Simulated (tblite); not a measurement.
# C7H15AlO: the cost of one run

The runs use tblite 0.8.0 and PySCF 2.14.0, with density-fitted response routines of our own; the level of theory stands in each step. All values are computed, except where a source is named. Atoms count from 0, in the outputs and in this text.

### Step 1. The starting structure

24 atoms, charge 0, multiplicity 1; geometry from: force field or distance geometry start.

Bonds of the start (Å): C0–C1 1.37, C1–C2 1.46, C2–C3 1.48, C3–C4 1.53, C4–C5 1.51, C5–C6 1.50, C6–O7 1.41, O7–Al8 1.83, O7–C3 1.36, C0–H9 1.10, C0–H10 1.08, C1–H11 1.06, C2–H12 1.12, C2–H13 1.12, C3–H14 1.12, C4–H15 1.09, C4–H16 1.11, C5–H17 1.13, C5–H18 1.09, C6–H19 1.10, C6–H20 1.14, Al8–H21 1.60, Al8–H22 1.59, Al8–H23 1.62.

### Step 2. Geometry optimisation with GFN2-xTB

The job: settings as JSON, then the geometry in Å.

```
{"job": {"kind": "relax", "xc": "GFN2-xTB", "basis": "xTB"}, "charge": 0, "multiplicity": 1}
C      3.330500     0.594600     0.249300
C      2.083200     0.959600    -0.175800
C      1.294100    -0.081400    -0.818900
C     -0.006300    -0.432600    -0.205000
C     -0.670000    -1.533200    -1.038700
C     -2.009200    -1.601700    -0.342700
C     -2.096800    -0.230600     0.260900
O     -0.982000     0.518300    -0.174900
Al    -0.761400     1.812000     1.100900
H      3.636600    -0.445800     0.073100
H      3.977000     1.309400     0.745900
H      1.806300     1.967100     0.025200
H      1.170100     0.212300    -1.893100
H      1.903000    -1.024800    -0.874800
H      0.082800    -0.826100     0.844500
H     -0.833500    -1.181100    -2.059500
H     -0.104000    -2.480100    -0.973100
H     -1.870800    -2.391700     0.453300
H     -2.851500    -1.828400    -1.002100
H     -3.038600     0.295100     0.062800
H     -1.934400    -0.344600     1.379900
H     -0.568100     3.203300     0.331100
H      0.520500     1.596500     2.022900
H     -2.089100     1.953800     2.016300
```

Command:

```bash
$ OMP_NUM_THREADS=1 python probes_run.py task.json out
```

The driver reads the jobs from task.json and runs them one after another.

**Question.** How long does this first job take on 1 thread of Arm Neoverse V2, shared host, and how much memory does it need?

About 1.6 s, with a peak of 0.18 GiB.
